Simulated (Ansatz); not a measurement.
# BaFe2Se2O: the cost of one run

Program: Ansatz 0.2.0. Level of theory: DFT PBE, scalar-relativistic, plane waves, PAW. These are calculated values, not measurements.

## Step 1: The structure to begin with

It takes space group Pmmn (No. 59, orthorhombic). The conventional cell has a = 4.133 Å, b = 9.852 Å, c = 6.719 Å, α = 90.00°, β = 90.00°, γ = 90.00°. Ba (site symmetry mm2) has 2 O at 2.65 Å in its first shell of neighbours. Around Fe (site symmetry m) lie 1 O at 1.88 Å and 3 Se at 2.47 to 2.55 Å. O (site symmetry mm2) has 2 Fe at 1.88 Å and 2 Ba at 2.65 Å in its first shell of neighbours. Se (site symmetry m) is surrounded by 3 Fe at 2.47 to 2.55 Å.

Structure file:

```cif
data_structure
_symmetry_space_group_name_H-M 'P 1'
_symmetry_Int_Tables_number 1
_cell_length_a 4.1332
_cell_length_b 9.8518
_cell_length_c 6.7188
_cell_angle_alpha 90.000
_cell_angle_beta 90.000
_cell_angle_gamma 90.000
_cell_volume 273.59
loop_
_atom_site_label
_atom_site_type_symbol
_atom_site_fract_x
_atom_site_fract_y
_atom_site_fract_z
_atom_site_occupancy
Ba1 Ba 0.00000 0.50000 0.50953 1
Ba2 Ba 0.50000 0.00000 0.49047 1
Fe1 Fe 0.50000 0.33580 0.12110 1
Fe2 Fe 0.00000 0.16420 0.87890 1
Fe3 Fe 0.50000 0.66420 0.12110 1
Fe4 Fe 0.00000 0.83580 0.87890 1
O1 O 0.50000 0.50000 0.26280 1
O2 O 0.00000 0.00000 0.73720 1
Se1 Se 0.00000 0.20734 0.24113 1
Se2 Se 0.50000 0.29266 0.75887 1
Se3 Se 0.00000 0.79266 0.24113 1
Se4 Se 0.50000 0.70734 0.75887 1
```

Starting moments: Fe 4.00 μB.

## Step 2: First run, at the start cell

File input.yaml:

```yaml
crystal:
  lattice:
    - [4.1332, 0.0, 0.0]
    - [0.0, 9.8518, 0.0]
    - [0.0, 0.0, 6.7188]
  atoms:
    - { symbol: Ba, position: [0.0, 0.5, 0.50953] }
    - { symbol: Ba, position: [0.5, 0.0, 0.49047] }
    - { symbol: Fe, position: [0.5, 0.3358, 0.1211], spin: 4.0 }
    - { symbol: Fe, position: [0.0, 0.1642, 0.8789], spin: 4.0 }
    - { symbol: Fe, position: [0.5, 0.6642, 0.1211], spin: 4.0 }
    - { symbol: Fe, position: [0.0, 0.8358, 0.8789], spin: 4.0 }
    - { symbol: O, position: [0.5, 0.5, 0.2628] }
    - { symbol: O, position: [0.0, 0.0, 0.7372] }
    - { symbol: Se, position: [0.0, 0.20734, 0.24113] }
    - { symbol: Se, position: [0.5, 0.29266, 0.75887] }
    - { symbol: Se, position: [0.0, 0.79266, 0.24113] }
    - { symbol: Se, position: [0.5, 0.70734, 0.75887] }
basis:
  ecutwfc: 420
  ecutrho_ratio: 4
kpoints:
  mp_grid: { grid: [6, 4, 4] }
hamiltonian:
  xc: pbe
scf:
  occupations: { method: gaussian, width: 0.05 }
output:
  forces: true
  stress: true
  eigenvalues: true
  populations: true
magnetization:
  spin_polarized: true
relax:
  f_tol: 0.01
  max_steps: 60
  cell: { stress_tol: 0.04 }
```

Launch:

```
$ ansatz run input.yaml --threads 4 --pin off --max-ram 10240MiB --backend cpu --events-out ev --progress --plain --runs-dir out
```

Q: Estimate wall time and peak memory on 4 threads of Intel Xeon at 2.50GHz (Skylake/Cascade Lake), shared host.

About 27 min, with a peak of 2 GiB.
